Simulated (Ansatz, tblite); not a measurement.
# The cluster Ge2H3: one state, many levels

Aim: run the doublet of the cluster Ge2H3 at one geometry on many levels, and compare frontier levels, spin and run time.

Computed with Ansatz 0.2.0, Gaussian basis. Level: as each input shows.

Levels to be run: GFN1-xTB, GFN2-xTB, PBE-D4/def2-TZVP, r2SCAN-D4/def2-TZVP, ωB97X-V/def2-TZVP, B2PLYP/def2-TZVP, ωB97M-V/def2-TZVP, BHLYP-D4/def2-TZVP, PBE-QIDH/def2-TZVP, LC-ωPBE(0.10)/def2-TZVP, LC-ωPBE(0.15)/def2-TZVP, LC-ωPBE(0.20)/def2-TZVP, LC-ωPBE(0.30)/def2-TZVP, PBE-D4/def2-SVP, PBE0-D4/def2-SVP, HF/6-31G, B3LYP-D4/6-31G, PBE0-D4/def2-TZVPD, PBE-D4/def2-TZVPD, r2SCAN-D4/def2-TZVPD, CCSD(T)/def2-TZVPP, MP2/def2-TZVP, RPA/def2-TZVP, CCSD(T)/def2-TZVPD.

**1. The structure**

The doublet was relaxed beforehand with r2SCAN-D4/def2-TZVP. At that level it is the lowest of the isomers that a small search found.

5 atoms, charge 0, spin multiplicity 2.

Bond lengths: Ge1–Ge2 2.402 Å, Ge1–H3 1.546 Å, Ge1–H5 1.547 Å, Ge2–H4 1.593 Å. Angles: Ge2–Ge1–H3 123.7°, Ge2–Ge1–H5 130.3°, H3–Ge1–H5 106.0°, Ge1–Ge2–H4 87.5°.

Coordinates:

```
Ge    0.23823   -0.05079    0.59962
Ge   -1.11244   -0.81803   -1.23212
H     0.35120   -0.79331    1.95085
H    -0.61688    0.46172   -2.04162
H     1.13989    1.20042    0.72328
```

PBE0-D4/def2-TZVP was run before; its log isn't repeated, and its numbers join the tables.

**2. GFN1-xTB**

Tight binding, by tblite at 300 K electronic temperature and without a spin-polarisation term:

```python
tblite.interface.Calculator('GFN1-xTB', numbers, positions, charge=0, uhf=1).singlepoint()
```

Energy -133.1610 eV; 0.002 s.

**3. GFN2-xTB**

Tight binding, by tblite at 300 K electronic temperature and without a spin-polarisation term:

```python
tblite.interface.Calculator('GFN2-xTB', numbers, positions, charge=0, uhf=1).singlepoint()
```

Energy -145.2714 eV; 0.002 s.

**4. PBE-D4/def2-TZVP**

start.molden holds the orbitals of an earlier run on this state, given as this run's starting guess.

in.yaml

```yaml
crystal:
  periodic: [false, false, false]
  atoms:
    - {symbol: Ge, position_ang: [0.238233, -0.050794, 0.599615]}
    - {symbol: Ge, position_ang: [-1.112439, -0.818028, -1.232121]}
    - {symbol: H, position_ang: [0.351201, -0.793312, 1.950849]}
    - {symbol: H, position_ang: [-0.616878, 0.461716, -2.041622]}
    - {symbol: H, position_ang: [1.139893, 1.200418, 0.723278]}
basis:
  gaussian: {orbitals: def2-TZVP, initial_orbitals: start.molden}
magnetization: {spin_polarized: true, initial_magnetization: 1}
hamiltonian: {xc: pbe, dispersion: d4}
scf: {omitted_lower_state_checks: [starts]}
output: {orbitals: {seedname: orbitals}}
```

On the command line:

```sh
ansatz run in.yaml --threads 2 --pin off --events-out ev --progress --plain --max-ram 4352MiB
```

The runs that follow: r2SCAN-D4/def2-TZVP; ωB97X-V/def2-TZVP; B2PLYP/def2-TZVP; ωB97M-V/def2-TZVP; BHLYP-D4/def2-TZVP; PBE-QIDH/def2-TZVP; LC-ωPBE(0.10)/def2-TZVP; LC-ωPBE(0.15)/def2-TZVP; LC-ωPBE(0.20)/def2-TZVP; LC-ωPBE(0.30)/def2-TZVP; PBE-D4/def2-SVP; PBE0-D4/def2-SVP; HF/6-31G; B3LYP-D4/6-31G; PBE0-D4/def2-TZVPD; PBE-D4/def2-TZVPD; r2SCAN-D4/def2-TZVPD; CCSD(T)/def2-TZVPP; MP2/def2-TZVP; RPA/def2-TZVP; CCSD(T)/def2-TZVPD.

**Question.** What will the summary of the whole plan be? Wanted: gap in def2-TZVP, named functionals, smallest and largest; gap over the ω; correlation energy, CCSD(T)/def2-TZVPP; correlation energy, MP2/def2-TZVP; correlation energy, CCSD(T)/def2-TZVPD; binding an atom, CCSD(T)/def2-TZVPP; ⟨S²⟩ in def2-TZVP, named functionals, smallest and largest; PBE0 total energy, smallest basis above largest.

The runs gave:

| quantity | value |
| --- | --- |
| gap in def2-TZVP, named functionals, smallest and largest | 0.96 eV (PBE-D4), 6.36 eV (ωB97X-V) |
| gap over the ω (1/bohr) | 3.73 eV at 0.1, 6.67 eV at 0.3 |
| correlation energy, CCSD(T)/def2-TZVPP | -14.00 eV |
| correlation energy, MP2/def2-TZVP | -12.67 eV |
| correlation energy, CCSD(T)/def2-TZVPD | -13.87 eV |
| binding an atom, CCSD(T)/def2-TZVPP | 2.229 eV |
| ⟨S²⟩ in def2-TZVP, named functionals, smallest and largest | 0.752, 0.757 |
| PBE0 total energy, smallest basis above largest | 14.26 eV (def2-SVP, def2-TZVPD) |

**Reading.** Over the named functionals in def2-TZVP the gap runs from 0.96 eV (PBE-D4) to 6.36 eV (ωB97X-V); exact exchange widens it. Raising the ω (1/bohr) from 0.1 to 0.3 moves the HOMO by -1.39 eV and the LUMO by +1.54 eV. A small miss in a minimal or small basis is a cancelling of errors, not accuracy. The functionals in def2-TZVP miss CCSD(T)/def2-TZVPP by -0.008 (BHLYP-D4) to +0.068 eV (r2SCAN-D4) an atom. The reference is CCSD(T) in one finite basis, so it carries an error of its own, often a tenth of an eV or more, and near misses can't be ranked. Over the named functionals in def2-TZVP spin contamination reaches 0.01 (r2SCAN-D4), which is small.
